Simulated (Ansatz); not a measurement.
# LaSi2Ir2 (I4/mmm): equation of state with a fit from a Python script

Where is the equilibrium volume of LaSi2Ir2 (I4/mmm), and how stiff is it? Wanted for LaSi2Ir2 (I4/mmm): an equation of state with a fit.

All numbers are computed with Ansatz 0.2.0 through its Python package. Level of theory: DFT PBEsol, plane waves, PAW.

## 1. The structure

The structure is tetragonal, space group I4/mmm (No. 139). Conventional cell: a = 4.094 Å, b = 4.094 Å, c = 10.248 Å, α = 90.00°, β = 90.00°, γ = 90.00°. Around La (site symmetry 4/mmm) lie 8 Si at 3.17 Å and 8 Ir at 3.28 Å. Si (site symmetry 4mm) has 4 Ir at 2.40 Å and 1 Si at 2.60 Å and 4 La at 3.17 Å as nearest neighbours. Around Ir (site symmetry -4m2) lie 4 Si at 2.40 Å.

The script holds or builds the structure itself.

## 2. The code

The input, run_eos.py:

```python
from dataclasses import dataclass

import ansatz
from ase.eos import EquationOfState
from ase.units import GPa
import numpy as np


@dataclass(frozen=True)
class RunConfig:
    xc: str = "pbesol"
    cutoff: int = 500
    kmesh: tuple[int, ...] = (9, 9, 9)


opts = RunConfig()

vectors0 = np.array([
    [-2.047, 2.047, 5.124],
    [2.047, -2.047, 5.124],
    [2.047, 2.047, -5.124],
])
sites = [
    ("La", (0.0, 0.0, 0.0)),
    ("Si", (0.373, 0.373, 0.0)),
    ("Si", (0.627, 0.627, 0.0)),
    ("Ir", (0.75, 0.25, 0.5)),
    ("Ir", (0.25, 0.75, 0.5)),
]


def make_crystal(cell):
    crystal = ansatz.Crystal(lattice=ansatz.Lattice.of(cell))
    for symbol, position in sites:
        crystal = crystal.atom(symbol, position)
    return crystal

volumes, energies, pressures = [], [], []
for scale in np.linspace(0.94, 1.06, 7):
    cell = vectors0 * scale ** (1 / 3)
    job = (
        make_crystal(cell).calculation()
        .functional(opts.xc)
        .occupations(ansatz.OccupationsMethod.COLD)
        .basis(opts.cutoff)
        .kpoints(*opts.kmesh)
        .stress()
    )
    rep = job.run(threads=1).report
    volumes.append(abs(np.linalg.det(cell)) / len(sites))
    energies.append(rep["free_energy_ev"] / len(sites))
    pressures.append(np.trace(rep["stress_gpa"]) / 3)
    print(f"V = {volumes[-1]:8.4f} A^3/atom  F = {energies[-1]:.5f} eV/atom  P = {pressures[-1]:8.3f} GPa")

eos = EquationOfState(volumes, energies, eos="birchmurnaghan")
v0, e0, bulk = eos.fit()
print(f"V0 = {v0:.4f} A^3/atom, E0 = {e0:.5f} eV/atom, B = {bulk / GPa:.1f} GPa")
eos.plot("eos.png")
```

## 3. The calls as engine input

The engine receives this input (first run):

```yaml
crystal:
  lattice:
    - [-2.0052127645407545, 2.0052127645407545, 5.019399221058537]
    - [2.0052127645407545, -2.0052127645407545, 5.019399221058537]
    - [2.0052127645407545, 2.0052127645407545, -5.019399221058537]
  atoms:
    - { symbol: La, position: [0.0, 0.0, 0.0] }
    - { symbol: Si, position: [0.373, 0.373, 0.0] }
    - { symbol: Si, position: [0.627, 0.627, 0.0] }
    - { symbol: Ir, position: [0.75, 0.25, 0.5] }
    - { symbol: Ir, position: [0.25, 0.75, 0.5] }
basis:
  ecutwfc: 500.0
kpoints:
  mp_grid:
    grid: [9, 9, 9]
hamiltonian:
  xc: pbesol
scf:
  occupations:
    method: cold
output:
  stress: true
```

## 4. Running it

Run with:

```console
$ python run_eos.py
```

**Question.** Where does the minimum lie against the volume typed, and how stiff is the crystal?

As calculated:

| quantity | value |
| --- | --- |
| runs compared | 7 |
| range of energy | 46.57 meV/atom |
| lowest point, volume (Å³/atom) | 17.177 |
| equilibrium volume (fit) | 17.24 Å³/atom |
| bulk modulus (fit) | 190 GPa |

A third-order Birch-Murnaghan fit through the 7 points has its minimum at 17.24 Å³ an atom, 0.4 % above the typed cell, with a bulk modulus of 190 GPa and dB/dP = 4.5. From that minimum the energy rises by 46.7 meV an atom on the compressed side and 29.0 meV on the expanded side. What to keep in mind:
- Shape and fractional positions are held along the curve, so the bulk modulus is an upper value where they are free to relax.
- Pressure is positive in compression.
- Spin-orbit coupling, which matters for elements this heavy, is left out.
